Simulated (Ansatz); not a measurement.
**SnH3(NEt2) (C4H13NSn): structure and electronic state**

Aim: characterise SnH3(NEt2) (C4H13NSn) as a singlet: its structure, frontier levels and distribution of charge.

The runs use Ansatz 0.2.0, Gaussian basis; RKS PBE0-D4/def2-TZVP.

Levels to be run: relaxation at PBE0-D4/def2-SVP; a single point at PBE0-D4/def2-TZVP.

2 further runs of the same task are left out: 2 set aside as unsound or not needed.

### 1 Starting geometry

19 atoms, charge 0, spin multiplicity 1.

Atoms are counted from 1 here; the program's logs count them from 0.

Bond lengths: Sn1–H2 1.658 Å, Sn1–H3 1.657 Å, Sn1–H4 1.687 Å, Sn1–N5 2.011 Å, N5–C6 1.444 Å, N5–C8 1.448 Å, C6–C7 1.525 Å, C6–H10 1.094 Å, C6–H11 1.092 Å, C7–H12 1.090 Å, C7–H13 1.087 Å, C7–H14 1.087 Å, C8–C9 1.524 Å, C8–H15 1.096 Å, C8–H16 1.093 Å, C9–H17 1.086 Å, C9–H18 1.086 Å, C9–H19 1.087 Å. Angles: H2–Sn1–H3 112.4°, H2–Sn1–H4 108.9°, H2–Sn1–N5 104.5°, H3–Sn1–H4 108.3°, H3–Sn1–N5 103.9°, H4–Sn1–N5 118.8°, Sn1–N5–C6 119.2°, Sn1–N5–C8 119.8°, C6–N5–C8 114.4°, N5–C6–C7 114.6°, N5–C6–H10 108.0°, N5–C6–H11 108.1°, C7–C6–H10 108.9°, C7–C6–H11 109.5°, H10–C6–H11 107.5°, C6–C7–H12 110.0°, C6–C7–H13 110.8°, C6–C7–H14 110.2° and more.

Sn takes a core potential in the def2 sets. No spin-orbit coupling is included.

The start is a GFN2-xTB geometry.

### 2 Relaxation at PBE0-D4/def2-SVP

in.yaml reads:

```yaml
crystal:
  periodic: [false, false, false]
  atoms:
    - {symbol: Sn, position_ang: [0.931710, 1.986690, 0.726620]}
    - {symbol: H, position_ang: [0.592440, 2.172620, 2.339340]}
    - {symbol: H, position_ang: [2.560590, 1.934420, 0.425730]}
    - {symbol: H, position_ang: [0.277030, 3.288810, -0.123610]}
    - {symbol: N, position_ang: [0.298590, 0.129100, 0.289080]}
    - {symbol: C, position_ang: [-1.004170, -0.296920, 0.744160]}
    - {symbol: C, position_ang: [-2.175370, 0.332960, -0.002770]}
    - {symbol: C, position_ang: [0.749420, -0.517320, -0.925910]}
    - {symbol: C, position_ang: [1.352180, -1.887490, -0.637340]}
    - {symbol: H, position_ang: [-1.088780, -0.050530, 1.807030]}
    - {symbol: H, position_ang: [-1.057410, -1.384290, 0.653710]}
    - {symbol: H, position_ang: [-2.168900, 1.413650, 0.136050]}
    - {symbol: H, position_ang: [-2.112090, 0.122580, -1.067610]}
    - {symbol: H, position_ang: [-3.115620, -0.060640, 0.373630]}
    - {symbol: H, position_ang: [-0.069400, -0.616300, -1.647240]}
    - {symbol: H, position_ang: [1.519500, 0.101900, -1.393360]}
    - {symbol: H, position_ang: [2.175320, -1.783980, 0.064080]}
    - {symbol: H, position_ang: [0.612670, -2.554410, -0.203490]}
    - {symbol: H, position_ang: [1.722290, -2.330860, -1.558070]}
basis:
  gaussian: {orbitals: def2-SVP}
hamiltonian: {xc: pbe0, dispersion: d4}
scf: {lower_state_search: "off"}
output: {orbitals: {seedname: orbitals}}
relax: {f_tol: 0.02, max_steps: 100}
```

On the command line:

```sh
$ ansatz run in.yaml --threads 4 --pin off --events-out ev --progress --plain --max-ram 8704MiB
```

The runs that follow: Single point, PBE0-D4/def2-TZVP.

Q: Predict the results of all the runs planned. Wanted: point group; commonest bond, hydrogen aside; HOMO, LUMO at PBE0-D4/def2-TZVP; dipole at PBE0-D4/def2-SVP.

As calculated:

| quantity | value |
| --- | --- |
| point group | C1 |
| commonest bond, hydrogen aside | C–N, 2 of mean length 1.448 Å |
| HOMO, LUMO at PBE0-D4/def2-TZVP | -5.88, 0.04 eV |
| dipole at PBE0-D4/def2-SVP | 0.32 D |

In words: The molecule keeps its bonding pattern by the stored test; the atoms moved 0.06 Å (rms). No usable vibrations, so a minimum isn't proven. The point group is read from a loosely relaxed geometry; soft torsions can leave it below the true symmetry.
